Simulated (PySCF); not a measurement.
# Gd2N2: forces at shaken geometries

Aim: move all atoms of relaxed Gd2N2 at random and read energies and forces. The species was built from a template and needn't be a known compound.

Computed with PySCF 2.14.0. Level: TPSS, Gd lcecp-1-SVP with ECP53, N def2-SVP; scalar-relativistic core potentials, no spin–orbit coupling.

3 further runs of the same task are left out: 2 for a known fault of the program, 1 that didn't finish.

## 1. Starting geometry

4 atoms, charge 0, spin multiplicity 1.

Bond lengths: Gd1–Gd2 3.081 Å, Gd1–N3 2.078 Å, Gd1–N4 2.078 Å, Gd2–N3 2.078 Å, Gd2–N4 2.078 Å. Angles: Gd2–Gd1–N3 42.2°, Gd2–Gd1–N4 42.2°, N3–Gd1–N4 84.3°, Gd1–Gd2–N3 42.2°, Gd1–Gd2–N4 42.2°, N3–Gd2–N4 84.3°, Gd1–N3–Gd2 95.7°, Gd1–N4–Gd2 95.7°.

Coordinates:

```mol
Gd2N2
  3D, bonds by distance, orders not assigned

  4  5  0  0  0  0  0  0  0  0999 V2000
    0.0000    0.0000    1.5404 Gd  0  0
   -0.0000   -0.0000   -1.5404 Gd  0  0
    1.3948   -0.0000   -0.0000 N   0  0
   -1.3948    0.0000    0.0000 N   0  0
  1  2  8  0
  1  3  8  0
  1  4  8  0
  2  3  8  0
  2  4  8  0
M  END
```

Formal oxidation states: Gd +3. Each metal's 7 4f electrons lie in its core potential, so multiplicities, spins and levels count the valence alone. An earlier session relaxed this geometry at TPSS, Gd lcecp-1-SVP with ECP53, N def2-SVP (singlet, point group D2h).

Its energy there is -181.259268 Eh.

## 2. Atoms moved at random, σ = 0.15 Å

run.py (the lines that set the calculation) reads:

```python
mol = gto.M(atom='''
Gd     0.04032    -0.01573     1.28794
Gd    -0.01882     0.34688    -1.38273
N      1.42228    -0.21919     0.04556
N     -1.44378    -0.11197     0.04922''',
    basis={'Gd': 'lcecp-1-SVP', 'N': 'def2-SVP'},
    ecp={'Gd': 'lcecp-1-SVP'},
    charge=0, spin=0)
mf = dft.RKS(mol, xc='TPSS')
mf.grids.atom_grid = (50, 194)  # f atoms: unpruned, at least (60, 302)
mf = mf.density_fit()  # fitting sets: Gd AutoAux, N def2-universal-JKFIT
mf.conv_tol = 1e-08; mf.max_cycle = 55
mf.kernel(dm0)  # dm0: the density of the relaxed state
```

Command:

```sh
> OMP_NUM_THREADS=2 python run.py
```

The log of the run:

```text
init E= -181.217130641627
  HOMO = -0.237581622175069  LUMO = -0.157363619690511  gap/eV = 2.18284
cycle= 1 E= -181.126124270478  delta_E= 0.091  |g|= 0.476  |ddm|= 1.48
  HOMO = -0.0527130085039455  LUMO = -0.0306328551780104  gap/eV = 0.60083
cycle= 2 E= -179.147839357675  delta_E= 1.98  |g|= 2.45  |ddm|= 3.34
  HOMO = -0.124741353126366  LUMO = -0.0747459774980861  gap/eV = 1.36044
cycle= 3 E= -181.148828242247  delta_E=   -2  |g|= 0.341  |ddm|= 3.13
  HOMO = -0.131532301135072  LUMO = -0.0894230528281135  gap/eV = 1.14585
cycle= 4 E= -181.173416962638  delta_E= -0.0246  |g|= 0.226  |ddm|= 0.755
  HOMO = -0.123111393963813  LUMO = -0.0867993728261425  gap/eV = 0.98810
cycle= 5 E= -181.165983845572  delta_E= 0.00743  |g|= 0.284  |ddm|= 0.396
  HOMO = -0.12408159781012  LUMO = -0.0827193681034828  gap/eV = 1.12552
cycle= 6 E= -181.186014963088  delta_E= -0.02  |g|= 0.0325  |ddm|= 0.268
  HOMO = -0.125551958173919  LUMO = -0.0832702996366557  gap/eV = 1.15054
cycle= 7 E= -181.18621511498  delta_E= -0.0002  |g|= 0.0152  |ddm|= 0.0614
  HOMO = -0.126178814523916  LUMO = -0.0832970709669567  gap/eV = 1.16687
cycle= 8 E= -181.186301321238  delta_E= -8.62e-05  |g|= 0.00555  |ddm|= 0.0328
  HOMO = -0.126474937192714  LUMO = -0.0833524045409426  gap/eV = 1.17342
cycle= 9 E= -181.186308812797  delta_E= -7.49e-06  |g|= 0.000985  |ddm|= 0.00548
  HOMO = -0.126526006621168  LUMO = -0.0833556042579247  gap/eV = 1.17473
cycle= 10 E= -181.186309064292  delta_E= -2.51e-07  |g|= 0.000205  |ddm|= 0.00151
  HOMO = -0.126520261449391  LUMO = -0.0833534269595901  gap/eV = 1.17463
cycle= 11 E= -181.186309075553  delta_E= -1.13e-08  |g|= 3.1e-05  |ddm|= 0.000301
  HOMO = -0.126523111290714  LUMO = -0.0833551051708135  gap/eV = 1.17466
cycle= 12 E= -181.186309075802  delta_E= -2.49e-10  |g|= 8.82e-06  |ddm|= 7.05e-05
  HOMO = -0.126521405892764  LUMO = -0.0833547352133266  gap/eV = 1.17462
Extra cycle  E= -181.186309075672  delta_E= 1.3e-10  |g|= 2.42e-05  |ddm|= 3.31e-05
converged SCF energy = -181.186309075672
```

Run time: 12 s. Hardware: 2 threads of Intel Xeon at 2.70GHz, shared host.

It gives: E = -181.186309 Eh (+1.985 eV from the relaxed state), HOMO -3.44 eV, LUMO -2.27 eV, Mulliken charge on Gd1 +0.39 e, largest force component 12.018 eV/Å. 

| atom | Fx | Fy | Fz (eV/Å) |
| --- | --- | --- | --- |
| Gd1 | -0.998 | -0.262 | 12.018 |
| Gd2 | -0.030 | -0.057 | -4.154 |
| N3 | 2.735 | 0.017 | -4.586 |
| N4 | -1.707 | 0.302 | -3.278 |

## 3. Atoms moved at random, σ = 0.03 Å

run.py (the lines that set the calculation), as its differences from that of step 2:

```diff
@@ -1,6 +1,6 @@
 mol = gto.M(atom='''
-Gd     0.04032    -0.01573     1.28794
-Gd    -0.01882     0.34688    -1.38273
-N      1.42228    -0.21919     0.04556
-N     -1.44378    -0.11197     0.04922''',
+Gd     0.01602    -0.00387     1.56299
+Gd     0.00372     0.00599    -1.55758
+N      1.44457    -0.00865    -0.03970
+N     -1.46431     0.00653     0.03428''',
     basis={'Gd': 'lcecp-1-SVP', 'N': 'def2-SVP'},
```

Command:

```sh
> OMP_NUM_THREADS=2 python run.py
```

The log of the run:

```text
init E= -181.2138389285
  HOMO = -0.134819161857286  LUMO = -0.0824676223027821  gap/eV = 1.42456
cycle= 1 E= -181.252126813957  delta_E= -0.0383  |g|= 0.0994  |ddm|= 0.251
  HOMO = -0.100495861829615  LUMO = -0.072848298003399  gap/eV = 0.75233
cycle= 2 E= -181.1901917996  delta_E= 0.0619  |g|= 0.494  |ddm|= 0.577
  HOMO = -0.121603609311675  LUMO = -0.0746520357108354  gap/eV = 1.27762
cycle= 3 E= -181.25393962914  delta_E= -0.0637  |g|= 0.0623  |ddm|= 0.475
  HOMO = -0.123291136386029  LUMO = -0.0753331490401603  gap/eV = 1.30500
cycle= 4 E= -181.254124072327  delta_E= -0.000184  |g|= 0.0563  |ddm|= 0.0935
  HOMO = -0.122721424525357  LUMO = -0.0754699788030062  gap/eV = 1.28578
cycle= 5 E= -181.254918943951  delta_E= -0.000795  |g|= 0.00641  |ddm|= 0.049
  HOMO = -0.122557204218085  LUMO = -0.0752347319762803  gap/eV = 1.28771
cycle= 6 E= -181.254929657219  delta_E= -1.07e-05  |g|= 0.00135  |ddm|= 0.00958
  HOMO = -0.12268486800108  LUMO = -0.0752989010198619  gap/eV = 1.28944
cycle= 7 E= -181.254930091929  delta_E= -4.35e-07  |g|= 0.000542  |ddm|= 0.00259
  HOMO = -0.122700103140154  LUMO = -0.0753054063660238  gap/eV = 1.28968
cycle= 8 E= -181.254930190667  delta_E= -9.87e-08  |g|= 0.000219  |ddm|= 0.00111
  HOMO = -0.12270871329129  LUMO = -0.0753067512402497  gap/eV = 1.28987
cycle= 9 E= -181.254930208354  delta_E= -1.77e-08  |g|= 3.12e-05  |ddm|= 0.000333
  HOMO = -0.122709963343984  LUMO = -0.0753065983371533  gap/eV = 1.28991
cycle= 10 E= -181.254930208635  delta_E= -2.81e-10  |g|= 4.7e-06  |ddm|= 4.46e-05
  HOMO = -0.122709408291344  LUMO = -0.0753068756687211  gap/eV = 1.28989
Extra cycle  E= -181.254930208558  delta_E= 7.67e-11  |g|= 1.78e-05  |ddm|= 2.32e-05
converged SCF energy = -181.254930208558
```

Run time: 10 s. Hardware: 2 threads of Intel Xeon at 2.70GHz, shared host.

Result: E = -181.254930 Eh (+0.118 eV from the relaxed state), HOMO -3.34 eV, LUMO -2.05 eV, Mulliken charge on Gd1 +0.55 e, largest force component 1.517 eV/Å. 

| atom | Fx | Fy | Fz (eV/Å) |
| --- | --- | --- | --- |
| Gd1 | -0.069 | -0.002 | -1.341 |
| Gd2 | -0.398 | -0.007 | 1.089 |
| N3 | -1.049 | 0.010 | 0.344 |
| N4 | 1.517 | -0.001 | -0.091 |

## 4. Atoms moved at random, σ = 0.03 Å

run.py (the lines that set the calculation), as its differences from that of step 3:

```diff
@@ -1,6 +1,6 @@
 mol = gto.M(atom='''
-Gd     0.01602    -0.00387     1.56299
-Gd     0.00372     0.00599    -1.55758
-N      1.44457    -0.00865    -0.03970
-N     -1.46431     0.00653     0.03428''',
+Gd     0.02320    -0.01617     1.53138
+Gd    -0.01588    -0.00468    -1.52036
+N      1.43223     0.00272    -0.01942
+N     -1.43954     0.01813     0.00839''',
     basis={'Gd': 'lcecp-1-SVP', 'N': 'def2-SVP'},
```

Command:

```sh
> OMP_NUM_THREADS=2 python run.py
```

The log of the run:

```text
init E= -181.249308408572
  HOMO = -0.13143733962921  LUMO = -0.0770645501514866  gap/eV = 1.47956
cycle= 1 E= -181.25761442  delta_E= -0.00831  |g|= 0.0391  |ddm|= 0.171
  HOMO = -0.117848337706926  LUMO = -0.0723340891341353  gap/eV = 1.23851
cycle= 2 E= -181.252052220193  delta_E= 0.00556  |g|= 0.151  |ddm|= 0.191
  HOMO = -0.125948972746831  LUMO = -0.0731683556143252  gap/eV = 1.43623
cycle= 3 E= -181.257847909809  delta_E= -0.0058  |g|= 0.0272  |ddm|= 0.149
  HOMO = -0.126469181186219  LUMO = -0.0737625290039194  gap/eV = 1.43422
cycle= 4 E= -181.257978829683  delta_E= -0.000131  |g|= 0.0153  |ddm|= 0.0375
  HOMO = -0.126241865788389  LUMO = -0.0738019605112592  gap/eV = 1.42696
cycle= 5 E= -181.258037265306  delta_E= -5.84e-05  |g|= 0.00245  |ddm|= 0.0141
  HOMO = -0.126275370592401  LUMO = -0.0737917958879732  gap/eV = 1.42815
cycle= 6 E= -181.25803804571  delta_E= -7.8e-07  |g|= 0.00139  |ddm|= 0.00447
  HOMO = -0.12627248280817  LUMO = -0.0737870688158221  gap/eV = 1.42820
cycle= 7 E= -181.258038862911  delta_E= -8.17e-07  |g|= 0.000206  |ddm|= 0.00268
  HOMO = -0.126295608493564  LUMO = -0.0737985460838026  gap/eV = 1.42852
cycle= 8 E= -181.258038876359  delta_E= -1.34e-08  |g|= 3.44e-05  |ddm|= 0.000366
  HOMO = -0.126296637543435  LUMO = -0.0737987101048748  gap/eV = 1.42854
cycle= 9 E= -181.258038876725  delta_E= -3.66e-10  |g|= 8.07e-06  |ddm|= 5.34e-05
  HOMO = -0.126293980756079  LUMO = -0.0737980412572452  gap/eV = 1.42849
Extra cycle  E= -181.25803887651  delta_E= 2.15e-10  |g|= 3e-05  |ddm|= 3.66e-05
converged SCF energy = -181.25803887651
```

Wall time 12 s (2 threads of Intel Xeon at 2.70GHz, shared host).

Read off: E = -181.258039 Eh (+0.033 eV from the relaxed state), HOMO -3.44 eV, LUMO -2.01 eV, Mulliken charge on Gd1 +0.54 e, largest force component 0.759 eV/Å. 

| atom | Fx | Fy | Fz (eV/Å) |
| --- | --- | --- | --- |
| Gd1 | -0.128 | 0.051 | -0.132 |
| Gd2 | -0.071 | 0.046 | -0.342 |
| N3 | -0.560 | -0.045 | 0.212 |
| N4 | 0.759 | -0.053 | 0.261 |

## 5. Results

| σ (Å) | energy rise (eV) | harmonic estimate −½ F·u (eV) | largest force component (eV/Å) |
| --- | --- | --- | --- |
| 0.15 | 1.985 | 1.996 | 12.02 |
| 0.03 | 0.118 | 0.113 | 1.52 |
| 0.03 | 0.033 | 0.033 | 0.76 |

Every displacement raises the energy. For a harmonic well the rise equals −½ F·u; the two differ by at most 4 % here (a move with σ = 0.03 Å), from anharmonicity, the grid and the small forces left at the relaxed point. The bases are small and lack diffuse functions. Spin–orbit coupling is left out.
